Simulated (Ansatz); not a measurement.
**C2H4BCl (SMILES C=CBCl): levels of theory compared**

Wanted: a comparison of 6 runs (HF/3-21G, HF/6-31G**, HF/def2-SVP, B3LYP/6-31G*, PBE0/cc-pVDZ) of C2H4BCl. 

The calculation is run with Ansatz 0.2.0.

2 further runs of the same task are left out: 1 that didn't finish, 1 set aside as unsound or not needed.

## (1) Starting point

C2H4BCl: 8 atoms, total charge 0, spin state singlet. As SMILES, `C=CBCl`. The coordinates come from a PBE0-D4/def2-TZVP relaxation. This is one conformer, not always the lowest.

Bond lengths: C1–C2 1.337 Å, C2–B3 1.531 Å, B3–Cl4 1.750 Å, C1–H5 1.086 Å, C1–H6 1.086 Å, C2–H7 1.088 Å, B3–H8 1.194 Å. Angles: C1–C2–B3 119.9°, C2–B3–Cl4 121.0°, C1–C2–H7 118.9°, B3–C2–H7 121.2°, C2–C1–H5 120.8°, C2–C1–H6 122.7°, C2–B3–H8 121.9°, Cl4–B3–H8 117.1°, H5–C1–H6 116.4°.

## (2) Energy and forces at HF/3-21G (run 1)

Contents of molecule.yaml:

```yaml
crystal:
  periodic: [false, false, false]
  atoms:
    - symbol: C
      position_ang: [0.357400, 1.219900, -0.260000]
    - symbol: C
      position_ang: [0.353800, 0.057700, 0.401100]
    - symbol: B
      position_ang: [-0.528600, -1.094400, -0.086400]
    - symbol: Cl
      position_ang: [-0.555100, -2.627600, 0.756600]
    - symbol: H
      position_ang: [-0.259700, 1.360400, -1.142800]
    - symbol: H
      position_ang: [0.965100, 2.067000, 0.044900]
    - symbol: H
      position_ang: [0.984000, -0.048700, 1.281300]
    - symbol: H
      position_ang: [-1.225000, -0.991500, -1.050400]
basis:
  gaussian: {orbitals: 3-21G.json}
accuracy: high
output: {forces: true, orbitals: {seedname: orbitals}}
hamiltonian: {xc: hf}
```

The basis set 3-21G is read from a file made from the Basis Set Exchange's data (not shown).

The run is started by

```console
$ ansatz run molecule.yaml --threads 1 --pin off --max-ram 2610MiB --events-out events.jsonl --progress --plain --runs-dir runs
```

Output:

```text
Warning: RAYON_NUM_THREADS=1 ignored (pool sized by the plan → 1); use --threads N
Functional definition: HF
  name "HF"
  exchange = exact_x
  correlation = 0
1120 factors; integrals over basis functions are off by at most 9.2e-9 eV
mean field evaluation 1: about -15222.9481 eV, gradient 2.0e1 eV
mean field evaluation 2: about -15223.1912 eV, gradient 2.0e1 eV
mean field evaluation 4: about -15224.4807 eV, gradient 1.9e0 eV
mean field evaluation 8: about -15224.4946 eV, gradient 1.2e-1 eV
mean field evaluation 16: about -15224.4947 eV, gradient 1.3e-8 eV
mean field -15224.49465850 eV, -559.4898591669 hartree, gradient 1.3e-8 eV, S^2 0.000000; 0 other end points of the search recorded, 0 dependent functions left out
the calculation of the forces begins
reference -15224.49465850 eV, -559.4898591669 hartree; 19, 19 occupied and 29, 29 virtual orbitals, 1120 factors
Total energy: -15224.49465850 eV, -559.4898591669 hartree
Atom 0 at     0.357400     1.219900    -0.260000 Å, force    -0.039031    -0.058568    -0.016363 eV/Å
Atom 1 at     0.353800     0.057700     0.401100 Å, force     0.317117     0.558366     0.091386 eV/Å
Atom 2 at    -0.528600    -1.094400    -0.086400 Å, force    -0.164576     1.118176    -0.853555 eV/Å
Atom 3 at    -0.555100    -2.627600     0.756600 Å, force    -0.070050    -1.258850     0.629464 eV/Å
Atom 4 at    -0.259700     1.360400    -1.142800 Å, force     0.277683     0.016555     0.351554 eV/Å
Atom 5 at     0.965100     2.067000     0.044900 Å, force    -0.263739    -0.353447    -0.140734 eV/Å
Atom 6 at     0.984000    -0.048700     1.281300 Å, force    -0.247396     0.011308    -0.327731 eV/Å
Atom 7 at    -1.225000    -0.991500    -1.050400 Å, force     0.189993    -0.033540     0.265978 eV/Å
Dipole moment:     0.132040     0.621072    -0.183936 e Å
```

Run time: 0.68 s. Hardware: 1 thread of AMD EPYC 9R14 (Zen 4), shared host; peak memory 0.12 GiB.

## (3) Energy and gradient at HF/6-31G(d,p) (spherical functions) (run 2)

Contents of job.yaml:

```yaml
crystal:
  periodic: [false, false, false]
  atoms:
    - {symbol: C, position_ang: [0.357400, 1.219900, -0.260000]}
    - {symbol: C, position_ang: [0.353800, 0.057700, 0.401100]}
    - {symbol: B, position_ang: [-0.528600, -1.094400, -0.086400]}
    - {symbol: Cl, position_ang: [-0.555100, -2.627600, 0.756600]}
    - {symbol: H, position_ang: [-0.259700, 1.360400, -1.142800]}
    - {symbol: H, position_ang: [0.965100, 2.067000, 0.044900]}
    - {symbol: H, position_ang: [0.984000, -0.048700, 1.281300]}
    - {symbol: H, position_ang: [-1.225000, -0.991500, -1.050400]}
basis:
  gaussian: {orbitals: 6-31G_st__st_-spherical.json}
total_charge: 0
hamiltonian: {xc: hf}
accuracy: high
output: {forces: true, orbitals: {seedname: orbitals}}
```

The basis set 6-31G** is read from a file made from the Basis Set Exchange's data (not shown).

The run is started by

```console
$ ansatz run job.yaml --threads 1 --pin off --max-ram 2610MiB --events-out events.jsonl --progress --plain --runs-dir runs
```

Output, cut to the lines that bear on the results:

```text
Warning: RAYON_NUM_THREADS=1 ignored (pool sized by the plan → 1); use --threads N
[... 2 set-up lines as earlier in the session ...]
[...]
1859 factors; integrals over basis functions are off by at most 3.5e-9 eV
[...]
mean field -15299.76249890 eV, -562.2559012830 hartree, gradient 5.9e-9 eV, S^2 0.000000; 0 other end points of the search recorded, 0 dependent functions left out
[...]
reference -15299.76249890 eV, -562.2559012830 hartree; 19, 19 occupied and 61, 61 virtual orbitals, 1859 factors
Total energy: -15299.76249890 eV, -562.2559012830 hartree
Atom 0 at     0.357400     1.219900    -0.260000 Å, force    -0.029940    -0.129985     0.036258 eV/Å
Atom 1 at     0.353800     0.057700     0.401100 Å, force     0.395774     0.658787     0.136338 eV/Å
Atom 2 at    -0.528600    -1.094400    -0.086400 Å, force    -0.300270     0.152159    -0.477110 eV/Å
Atom 3 at    -0.555100    -2.627600     0.756600 Å, force    -0.032250    -0.440177     0.210048 eV/Å
Atom 4 at    -0.259700     1.360400    -1.142800 Å, force     0.220069     0.005152     0.283192 eV/Å
Atom 5 at     0.965100     2.067000     0.044900 Å, force    -0.196123    -0.262315    -0.105020 eV/Å
Atom 6 at     0.984000    -0.048700     1.281300 Å, force    -0.191478     0.042527    -0.272969 eV/Å
Atom 7 at    -1.225000    -0.991500    -1.050400 Å, force     0.134218    -0.026148     0.189264 eV/Å
Dipole moment:     0.116705     0.497768    -0.133278 e Å
```

Run time: 2.5 s. Hardware: 1 thread of AMD EPYC 9R14 (Zen 4), shared host; peak memory 0.21 GiB.

Runs 3 to 5 aren't shown in full; the table further down has their settings and results.

## (4) Energy and forces at PBE0/cc-pVDZ (run 6)

Contents of input.yaml:

```yaml
crystal:
  periodic: [false, false, false]
  atoms:
    - {symbol: C, position_ang: [0.357400, 1.219900, -0.260000]}
    - {symbol: C, position_ang: [0.353800, 0.057700, 0.401100]}
    - {symbol: B, position_ang: [-0.528600, -1.094400, -0.086400]}
    - {symbol: Cl, position_ang: [-0.555100, -2.627600, 0.756600]}
    - {symbol: H, position_ang: [-0.259700, 1.360400, -1.142800]}
    - {symbol: H, position_ang: [0.965100, 2.067000, 0.044900]}
    - {symbol: H, position_ang: [0.984000, -0.048700, 1.281300]}
    - {symbol: H, position_ang: [-1.225000, -0.991500, -1.050400]}
basis:
  gaussian: {orbitals: cc-pVDZ}
hamiltonian: {xc: {name: PBE0}}
accuracy: high
output: {forces: true, orbitals: {seedname: orbitals}}
```

The run is started by

```console
$ ansatz run input.yaml --threads 1 --pin off --max-ram 2610MiB --events-out events.jsonl --progress --plain --runs-dir runs
```

Output, cut to the lines that bear on the results:

```text
Warning: RAYON_NUM_THREADS=1 ignored (pool sized by the plan → 1); use --threads N
Functional definition: PBE0
  name "PBE0"
[...]
1864 factors; integrals over basis functions are off by at most 3.9e-9 eV
[...]
mean field -15331.02632087 eV, -563.4048255492 hartree, gradient 2.9e-8 eV, S^2 0.000000; 0 other end points of the search recorded, 0 dependent functions left out
[...]
reference -15331.02632313 eV, -563.4048256321 hartree; 19, 19 occupied and 61, 61 virtual orbitals, 1864 factors
Total energy: -15331.02632313 eV, -563.4048256321 hartree
Atom 0 at     0.357400     1.219900    -0.260000 Å, force     0.009738     0.163098    -0.080178 eV/Å
Atom 1 at     0.353800     0.057700     0.401100 Å, force    -0.067737    -0.273092     0.067699 eV/Å
Atom 2 at    -0.528600    -1.094400    -0.086400 Å, force     0.070047     0.102685     0.032447 eV/Å
Atom 3 at    -0.555100    -2.627600     0.756600 Å, force    -0.007392    -0.272283     0.146274 eV/Å
Atom 4 at    -0.259700     1.360400    -1.142800 Å, force    -0.184460     0.042722    -0.264273 eV/Å
Atom 5 at     0.965100     2.067000     0.044900 Å, force     0.178324     0.252145     0.087170 eV/Å
Atom 6 at     0.984000    -0.048700     1.281300 Å, force     0.166165    -0.038892     0.238548 eV/Å
Atom 7 at    -1.225000    -0.991500    -1.050400 Å, force    -0.164685     0.023617    -0.227686 eV/Å
Dipole moment:     0.122339     0.390635    -0.064624 e Å
```

Run time: 5.1 s. Hardware: 1 thread of AMD EPYC 9R14 (Zen 4), shared host; peak memory 0.27 GiB.

## (5) All runs side by side

| run | level | Cartesian functions | energy (Eh) | dipole moment (D) | HOMO energy (eV) | LUMO energy (eV) | wall time |
| --- | --- | --- | --- | --- | --- | --- | --- |
| 1 | HF/3-21G | no | -559.489859 | 3.18 | -10.97 | 1.69 | 0.68 s |
| 2 | HF/6-31G** (spherical functions) | no | -562.255901 | 2.54 | -10.72 | 1.99 | 2.5 s |
| 3 | HF/def2-SVP | no | -562.050549 | 2.18 | -10.79 | 1.84 | 2 s |
| 4 | B3LYP/6-31G* (spherical functions) | no | -563.680087 | 2.18 | -8.02 | -1.96 | 4.5 s |
| 5 | B3LYP/6-31G* (Cartesian functions) | yes | -563.685451 | 2.17 | -8.02 | -1.96 | 4.8 s |
| 6 | PBE0/cc-pVDZ | no | -563.404826 | 1.99 | -8.35 | -1.94 | 5.1 s |

## (6) Outcome

| quantity | value |
| --- | --- |
| run 6: total energy | -563.40483 Eh |
| run 6: dipole moment | 1.99 D |
| run 6: HOMO energy | -8.35 eV |
| run 6: LUMO energy | -1.94 eV |
| run 6: HOMO–LUMO gap | 6.41 eV |
| run 6: largest force on an atom | 0.325 eV/Å |

What this shows: The dipole moment (its size) runs from 1.99 D (PBE0/cc-pVDZ) to 3.18 D (HF/3-21G). The two ends differ in method and basis. The HOMO–LUMO gap runs from 6.06 eV (B3LYP/6-31G*) to 12.71 eV (HF/6-31G**). Totals of different functionals can't be ranked against each other. All runs together took 20 s, the longest 5.1 s.
